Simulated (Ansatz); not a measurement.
Write a Python script for Ansatz 0.2.0 through its Python package that makes a relaxation followed by a look at the electronic structure of CaHg, space group Pm-3m. Settings (first run): LDA, PAW, cutoff 450 eV, 5×5×5 k-points, Fermi-Dirac smearing of 0.15 eV.

The script reads `cahg.xyz`:
```text
2
Lattice="3.75465468 0.0 0.0 0.0 3.75465468 0.0 0.0 0.0 3.75465468" Properties=species:S:1:pos:R:3 pbc="T T T"
Ca    0.00000000    0.00000000    0.00000000
Hg    1.87732734    1.87732734    1.87732734
```

Script `run_pipeline.py`:
```python
"""Relax CaHg, then bands and states at the relaxed cell."""

import ansatz as az
import numpy as np


def count_gap(report):
    # lowest empty less highest filled band, counting bands; zero where they overlap
    return max(report.get("gap_by_band_count_ev") or 0.0, 0.0)


def with_settings(crystal, spacing):
    return (
        crystal.calculation()
        .functional("lda")
        .occupations("fermi_dirac", width=0.15)
        .basis(450)
        .kpoints(spacing=spacing)
    )

xtal = az.Crystal.from_extxyz("cahg.xyz")

relaxed = with_settings(xtal, 0.34).relax(cell=True, force_tolerance=0.02, max_steps=40).checkpoint(write="relax.run").run(threads=1)
cell = np.asarray(relaxed.lattice.cell_ang)
print("relaxed edges (A):", np.linalg.norm(cell, axis=1).round(4), " volume:", round(abs(np.linalg.det(cell)), 3), "A^3")
for site in relaxed.lattice.sites:
    print(" ", site.symbol, np.round(site.position_frac, 4) + 0.0)

final = az.Crystal.from_checkpoint("relax.run")
res = with_settings(final, 0.26).stress().band_table().density_of_states(energy_step=0.05).run(threads=1)
data = res.report
dos = res.density_of_states()
print(f"pressure at the relaxed cell {np.trace(data['stress_gpa']) / 3:.3f} GPa, gap by band count {count_gap(data):.3f} eV")
if count_gap(data) == 0:
    print("states/eV at the Fermi level:", round(float(np.interp(dos.fermi_ev, dos.energies_ev, dos.spin_summed_g_bin_mean_per_ev)), 3))
```

```console
$ python run_pipeline.py
relaxed edges (A): [3.6512 3.6512 3.6512]  volume: 48.675 A^3
  Ca [0. 0. 0.]
  Hg [0.5 0.5 0.5]
DeckWarning: crystal.checkpoint: the structure is that of relax.run, a `relax` run, at its step 3: its result, under lda at a charge of 0 e; 2 atoms read, 0 with a starting moment [...]
pressure at the relaxed cell 0.380 GPa, gap by band count 0.000 eV
states/eV at the Fermi level: 1.065
```
(Warnings from the package without file and line, shortened.)

Caveats:
- The mesh is modest for a metal, so energies can be off by several to tens of meV an atom and pressures by half a GPa or more; differences at equal mesh fare better.
- The zero of the levels is a convention of the potentials, so an absolute Fermi energy is no work function.
- The smearing is wide enough that free energy and stress hold a thermal part of the electrons.
- A gap by band count of zero or less means overlapping bands, a metal.
- The structure comes from a database of computed cells and needn't be a stable or known phase.
- Levels are Kohn-Sham eigenvalues on this mesh, without spin-orbit coupling.
- Where the second run takes another functional or mesh than the relaxation, its pressure isn't zero; pressure is positive in compression.
- The computed bands are complete only to about 3.3 eV above the Fermi level; beyond that the density of states is undercounted.
- Wall time of the script: 2.6 s on 1 thread of Intel(R) Xeon(R) 6975P-C (Granite Rapids), with other jobs on the host, peak memory 0.41 GiB.

(Lines on the test bed's own set-up are left out of the output.)
